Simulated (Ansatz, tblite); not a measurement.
# The cluster Cu5Te: one state, many levels

Aim: run the doublet of the cluster Cu5Te at one geometry on many levels, and compare frontier levels, spin and run time.

The runs use Ansatz 0.2.0, Gaussian basis; as each input shows.

Plan: GFN1-xTB, GFN2-xTB, PBE-D4/def2-SVP, r2SCAN-D4/def2-SVP, B97M-V/def2-SVP, HF/def2-SVP, CAM-B3LYP-D4/def2-SVP, PBE-D4/def2-TZVPD, B97M-V/def2-TZVPD, MP2/def2-TZVP, RPA/def2-TZVP.

12 further runs of the same task are left out: 6 that didn't finish, 6 set aside as unsound or not needed.

## Step 1: The geometry

The doublet was relaxed beforehand with PBE-D4/def2-SVP. At that level it is the lowest of the isomers that a small search found.

6 atoms, charge 0, spin multiplicity 2.

Bond lengths: Cu1–Cu4 2.375 Å, Cu1–Te6 2.524 Å, Cu2–Cu3 2.422 Å, Cu2–Cu4 2.471 Å, Cu2–Te6 2.581 Å, Cu3–Cu4 2.367 Å, Cu3–Cu5 2.420 Å, Cu4–Cu5 2.474 Å, Cu5–Te6 2.581 Å. Angles: Cu4–Cu1–Te6 114.4°, Cu3–Cu2–Cu4 57.9°, Cu3–Cu2–Te6 120.2°, Cu4–Cu2–Te6 109.2°, Cu2–Cu3–Cu4 62.1°, Cu2–Cu3–Cu5 58.2°, Cu4–Cu3–Cu5 62.2°, Cu1–Cu4–Cu2 61.9°, Cu1–Cu4–Cu3 112.9°, Cu1–Cu4–Cu5 61.8°, Cu2–Cu4–Cu3 60.0°, Cu2–Cu4–Cu5 56.8°, Cu3–Cu4–Cu5 59.9°, Cu3–Cu5–Cu4 57.8°, Cu3–Cu5–Te6 120.3°, Cu4–Cu5–Te6 109.1°, Cu1–Te6–Cu2 58.4°, Cu1–Te6–Cu5 58.4° and more.

Te takes a core potential in the def2 sets. No spin-orbit coupling is included.

PBE0-D4/def2-SVP was run before; its log isn't repeated, and its numbers join the tables.

## Step 2: GFN1-xTB

Tight binding, by tblite at 300 K electronic temperature and without a spin-polarisation term:

```python
tblite.interface.Calculator('GFN1-xTB', numbers, positions, charge=0, uhf=1).singlepoint()
```

Energy -719.3987 eV; 0.008 s.

## Step 3: GFN2-xTB

Tight binding, by tblite at 300 K electronic temperature and without a spin-polarisation term:

```python
tblite.interface.Calculator('GFN2-xTB', numbers, positions, charge=0, uhf=1).singlepoint()
```

Energy -613.0016 eV; 0.012 s.

## Step 4: PBE-D4/def2-SVP

start.molden holds the orbitals of an earlier run on this state, given as this run's starting guess.

File in.yaml:

```yaml
crystal:
  periodic: [false, false, false]
  atoms:
    - {symbol: Cu, position_ang: [1.286237, 0.006837, 1.252952]}
    - {symbol: Cu, position_ang: [0.154127, -1.047251, -0.701389]}
    - {symbol: Cu, position_ang: [-2.152343, -0.310021, -0.668515]}
    - {symbol: Cu, position_ang: [-1.025947, -0.514814, 1.403471]}
    - {symbol: Cu, position_ang: [-0.320576, 1.207942, -0.226090]}
    - {symbol: Te, position_ang: [2.058502, 0.657308, -1.060429]}
basis:
  gaussian: {orbitals: def2-SVP, initial_orbitals: start.molden}
magnetization: {spin_polarized: true, initial_magnetization: 1}
hamiltonian: {xc: pbe, dispersion: d4}
scf: {omitted_lower_state_checks: [starts]}
output: {orbitals: {seedname: orbitals}}
```

On the command line:

```
$ ansatz run in.yaml --threads 4 --pin off --events-out ev --progress --plain --max-ram 4787MiB
```

The runs that follow: r2SCAN-D4/def2-SVP; B97M-V/def2-SVP; HF/def2-SVP; CAM-B3LYP-D4/def2-SVP; PBE-D4/def2-TZVPD; B97M-V/def2-TZVPD; MP2/def2-TZVP; RPA/def2-TZVP.

**Question.** What will the summary of the whole plan be? Wanted: gap in def2-SVP, named functionals and Hartree-Fock, smallest and largest; correlation energy, MP2/def2-TZVP; binding an atom, functionals in def2-SVP; ⟨S²⟩ in def2-SVP, named functionals and Hartree-Fock, smallest and largest.

**Answer**, as computed:

```
                                                                  quantity                                       value
 gap in def2-SVP, named functionals and Hartree-Fock, smallest and largest              0.42 eV (PBE-D4), 5.91 eV (HF)
                                         correlation energy, MP2/def2-TZVP                                   -73.21 eV
                                  binding an atom, functionals in def2-SVP  2.10 (CAM-B3LYP-D4) to 2.58 eV (r2SCAN-D4)
⟨S²⟩ in def2-SVP, named functionals and Hartree-Fock, smallest and largest                                0.754, 0.812
```

Orbital gaps of the named functionals and Hartree-Fock in def2-SVP span 0.42 eV (PBE-D4) to 5.91 eV (HF); exact exchange widens it. Over the named functionals and Hartree-Fock in def2-SVP spin contamination reaches 0.06 (HF), which is small.
